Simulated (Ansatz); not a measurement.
# BH5N2O: molecular dynamics

The plan is to follow the molecule's vibrations and see whether its bonds hold. The start is relaxed first. Runs: 40 steps of 4 fs under a Langevin thermostat at 500 K. SMILES of the start: NB(N)O.

All numbers below are computed with Ansatz 0.2.0 (RKS PBE-D4/def2-SVP).

## Step 1: Starting point

Bond lengths: B1–N2 1.550 Å, N2–H3 1.060 Å, N2–H4 1.060 Å, B1–O5 1.410 Å, O5–H6 1.010 Å, B1–N7 1.550 Å, N7–H8 1.060 Å, N7–H9 1.060 Å. Angles: B1–N2–H3 120.0°, B1–N2–H4 120.0°, H3–N2–H4 120.0°, N2–B1–O5 120.0°, N2–B1–N7 120.0°, O5–B1–N7 120.0°, B1–O5–H6 109.5°, B1–N7–H8 120.0°, B1–N7–H9 120.0°, H8–N7–H9 120.0°.

As a file:

```xyz
9

B     0.0000    0.0000    0.0000
N     0.0000    0.0000    1.5500
H    -0.8770   -0.2713    2.0800
H     0.8770    0.2713    2.0800
O     1.2211    0.0000   -0.7050
H     1.5209   -0.9519   -0.8599
N    -1.3423    0.0000   -0.7750
H    -2.0112   -0.8164   -0.6764
H    -1.5914    0.8164   -1.4036
```

## Step 2: Preparing the start

File input.yaml:

```yaml
crystal:
  periodic: [false, false, false]
  atoms:
    - { symbol: B, position_ang: [0.0, 0.0, 0.0] }
    - { symbol: "N", position_ang: [0.0, 0.0, 1.55] }
    - { symbol: H, position_ang: [-0.877, -0.2713, 2.08] }
    - { symbol: H, position_ang: [0.877, 0.2713, 2.08] }
    - { symbol: O, position_ang: [1.2211, 0.0, -0.705] }
    - { symbol: H, position_ang: [1.5209, -0.9519, -0.8599] }
    - { symbol: "N", position_ang: [-1.3423, 0.0, -0.775] }
    - { symbol: H, position_ang: [-2.0112, -0.8164, -0.6764] }
    - { symbol: H, position_ang: [-1.5914, 0.8164, -1.4036] }
basis:
  gaussian: { orbitals: def2-SVP }
hamiltonian:
  xc: pbe
  dispersion: d4
relax:
  f_tol: 0.02
  max_steps: 40
```

Run with:

```
$ ansatz run input.yaml --threads 1 --pin off --max-ram 2048MiB --backend cpu --events-out ev --progress --plain --runs-dir out
```

The runs that follow: Dynamics.

What does the calculation give? Wanted: relaxation of the start; temperature, first and last step; temperature, second half; potential energy, second half; bonds formed or broken.

As calculated:

```
                        quantity                                         value
         relaxation of the start                       9 moves, 1.477 eV lower
                          length                              40 steps of 4 fs
temperature, first and last step                            444 and 76799984 K
        temperature, second half  mean 83316719 K, from 76799984 to 90172106 K
   potential energy, second half                 +4846 meV/atom from the start
          bonds formed or broken                                             7
```

**Reading.** The temperature runs away to 96034453 K: the integration has become unstable, and nothing after that is physical. Averages from a run of 160 fs with 9 atoms are rough. The nuclei move classically, without zero-point motion, which matters most for hydrogen.
